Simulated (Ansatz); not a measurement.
Here is an Ansatz 0.2.0 calculation.

The input input.yaml:

```yaml
crystal:
  lattice:
    - [0.0, 2.7, 2.7]
    - [2.7, 0.0, 2.7]
    - [2.7, 2.7, 0.0]
  atoms:
    - { symbol: Gd, position: [0.0, 0.0, 0.0] }
    - { symbol: O, position: [0.75, 0.75, 0.75] }
hamiltonian:
  xc: pbe
  pseudopotentials: { kind: paw }
kpoints:
  mp_grid: { grid: [9, 9, 9] }
scf:
  occupations: { method: fermi_dirac, width: 0.05 }
output:
  forces: true
  stress: true
  eigenvalues: true
```

Potentials or basis: Ansatz PAW.

The run is started by

```sh
$ ansatz run input.yaml --threads 2 --pin off --max-ram 5632MiB --backend cpu --events-out ev --progress --plain --runs-dir out
```

Task: What does it give for the pressure?

Result: -4.5 GPa.

Task: Predict the band gap on the k mesh.

Result: None (metal or under the smearing width).

Caveat: the pressure holds a Pulay correction of +0.3 GPa for the finite cutoff; the run has no spin polarisation, though such a crystal can be magnetic; without U or exact exchange the open f shell lies at the Fermi level, which spoils levels, moments and volumes. With open d or f shells a metallic result of PBE can be an artefact of self-interaction; +U or a hybrid may open a gap.
